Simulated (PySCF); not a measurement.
# The bond of SeBr, level by level

The task here is to estimate one member of a computed series from the others.

Computed with PySCF 2.14.0. Level: Se 6-31G(d,p), Br 6-31G(d,p), no relativity.

The first run:

Settings of the job:

| Quantity | Value |
| --- | --- |
| atoms | Se, Br |
| charge | 0 |
| basis | Se 6-31G(d,p), Br 6-31G(d,p) |
| Hamiltonian | no relativity |
| basis functions | 64 |
| electrons treated | 69 |
| masses in u | 79.9165, 78.9183 |
| levels | PBE0, PBE, r²SCAN, B2PLYP, PBEsol, PW91, LC-ωPBE, HF, MP2, SCS-MP2, CCSD, CCSD(T) |
| grid | 80 radial by 434 angular points |
| occupations | held fixed by the projection of orbital angular momentum |
| dissociation limit | Se + Br, each in its ground configuration |
| starting distance in angstrom | 2.230 |
| values of 2S to try | 1, 3 |

Command:

```bash
> OMP_NUM_THREADS=1 python dia.py task.json out
```

Steps of the session up to this table: Set-up; PBE0 along the bond; Excited determinants; PBE (GGA); r²SCAN (meta-GGA); B2PLYP; PBEsol; PW91 (GGA); LC-ωPBE (range-separated hybrid); UHF; MP2 and coupled cluster.

One of the session's tables, all rows but one given; the rest of the session is left out.

Energy (eV) from each level's lowest point:

| R (Å) | UHF | UHF-MP2 | UHF-SCS-MP2 | UHF-CCSD | UHF-CCSD(T) |
| --- | --- | --- | --- | --- | --- |
| 1.962 | 1.470 | 1.426 | 1.489 | n/a | n/a |
| 2.054 | 0.662 | 0.634 | 0.679 | 0.703 | 0.717 |
| 2.145 | 0.217 | 0.204 | 0.231 | 0.244 | 0.253 |
| 2.213 | 0.055 | 0.050 | 0.063 | 0.070 | 0.075 |
| 2.282 | 0.000 | 0.000 | 0.000 | 0.000 | 0.000 |
| 2.350 | ? | ? | ? | ? | ? |
| 2.442 | 0.145 | 0.157 | 0.130 | 0.104 | 0.091 |
| 2.556 | 0.358 | 0.517 | 0.482 | 0.312 | 0.290 |
| 2.693 | 0.554 | 1.030 | 0.991 | 0.632 | 0.598 |
| 2.875 | 0.694 | 1.443 | 1.391 | n/a | n/a |

Q: Estimate the row for R (Å) = 2.350 from the others.

Worked estimate for «UHF». A straight line through the neighbours (2.282, 0.000) and (2.442, 0.145) gives 0.000 + (0.145 − 0.000) × (2.350 − 2.282) / (2.442 − 2.282) = 0.062; a parabola fitted to 4 rows on both sides gives 0.036.

The run gave: UHF: 0.025; UHF-MP2: 0.028; UHF-SCS-MP2: 0.015; UHF-CCSD: 0.008; UHF-CCSD(T): 0.003. In «UHF» the line misses by +0.037 and the parabola by +0.011.

State 2 has its PBE0 minimum 1.30 eV higher. The other levels ran on the lowest alone.
